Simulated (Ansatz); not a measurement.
# C₂H₈Al₂Cl₂: small, medium and large basis sets

An exercise on one series of results from a longer session: the logs are not shown, and one member is left open.

Computed with Ansatz 0.2.0, Gaussian basis. Level: one geometry, several basis sets.

Levels to be run: PBE0-D4/def2-SVP; ωB97M-V/def2-SVP; PBE0-D4/def2-QZVPP; ωB97M-V/def2-QZVPP; the functionals' def2-TZVPP values are taken from earlier runs.

## The relaxed structure

The geometry comes from an earlier relaxation with PBE0-D4 in a triple-zeta def2 set; it is a stationary point, not always the lowest conformer.

14 atoms, charge 0, spin multiplicity 1.

Atoms are counted from 1 here; the program's logs count them from 0.

Bond lengths: C1–Al2 1.939 Å, C1–H7 1.093 Å, C1–H8 1.094 Å, C1–H9 1.094 Å, Al2–Cl3 2.307 Å, Al2–Cl6 2.307 Å, Al2–H10 1.576 Å, Cl3–Al4 2.307 Å, Al4–C5 1.939 Å, Al4–Cl6 2.307 Å, Al4–H11 1.576 Å, C5–H12 1.093 Å, C5–H13 1.094 Å, C5–H14 1.094 Å. Angles: Al2–C1–H7 111.8°, Al2–C1–H8 111.1°, Al2–C1–H9 111.1°, H7–C1–H8 107.7°, H7–C1–H9 107.7°, H8–C1–H9 107.3°, C1–Al2–Cl3 108.8°, C1–Al2–Cl6 108.8°, C1–Al2–H10 127.6°, Cl3–Al2–Cl6 90.7°, Cl3–Al2–H10 107.4°, Cl6–Al2–H10 107.4°, Al2–Cl3–Al4 89.0°, Cl3–Al4–C5 108.8°, Cl3–Al4–Cl6 90.7°, Cl3–Al4–H11 107.4°, C5–Al4–Cl6 108.7°, C5–Al4–H11 127.6° and more.

Set-up of the first run:

File in.yaml:

```yaml
crystal:
  periodic: [false, false, false]
  atoms:
    - {symbol: C, position_ang: [-1.421170, 1.703455, -1.195318]}
    - {symbol: Al, position_ang: [-1.034045, 1.414849, 0.682940]}
    - {symbol: Cl, position_ang: [1.246295, 1.184551, 0.943305]}
    - {symbol: Al, position_ang: [0.945823, -1.087002, 1.208881]}
    - {symbol: C, position_ang: [1.496498, -1.983461, -0.420267]}
    - {symbol: Cl, position_ang: [-1.344923, -0.818489, 1.169453]}
    - {symbol: H, position_ang: [-0.910236, 0.975690, -1.831313]}
    - {symbol: H, position_ang: [-2.494390, 1.622811, -1.393182]}
    - {symbol: H, position_ang: [-1.105911, 2.702101, -1.512856]}
    - {symbol: H, position_ang: [-1.566773, 2.242538, 1.913660]}
    - {symbol: H, position_ang: [1.351619, -1.445287, 2.688917]}
    - {symbol: H, position_ang: [1.061434, -1.515825, -1.307525]}
    - {symbol: H, position_ang: [2.584822, -1.961716, -0.532488]}
    - {symbol: H, position_ang: [1.190957, -3.034207, -0.414207]}
basis:
  gaussian: {orbitals: def2-SVP}
hamiltonian: {xc: pbe0, dispersion: d4}
output: {orbitals: {seedname: orbitals}}
```

Run with:

```
$ ansatz run in.yaml --threads 2 --pin off --events-out ev --progress --plain --max-ram 31744MiB --backend cpu
```

Among the steps run: PBE0-D4 in def2-SVP; ωB97M-V in def2-SVP; PBE0-D4 in def2-QZVPP; ωB97M-V in def2-QZVPP.

One of the session's tables, all rows but one given; the rest of the session is left out.

It belongs to the step «Functionals by basis». 

| functional | basis | HOMO (eV) | LUMO (eV) |
| --- | --- | --- | --- |
| PBE0-D4 | def2-SVP | -7.99 | -0.18 |
| PBE0-D4 | def2-TZVPP | -7.98 | -0.32 |
| PBE0-D4 | def2-QZVPP | ? | ? |
| ωB97M-V | def2-SVP | -10.15 | 1.50 |
| ωB97M-V | def2-TZVPP | -10.18 | 1.30 |
| ωB97M-V | def2-QZVPP | -10.19 | 0.87 |

Estimate the missing values for PBE0-D4, def2-QZVPP.

The run gave: HOMO (eV): -7.99; LUMO (eV): -0.44.
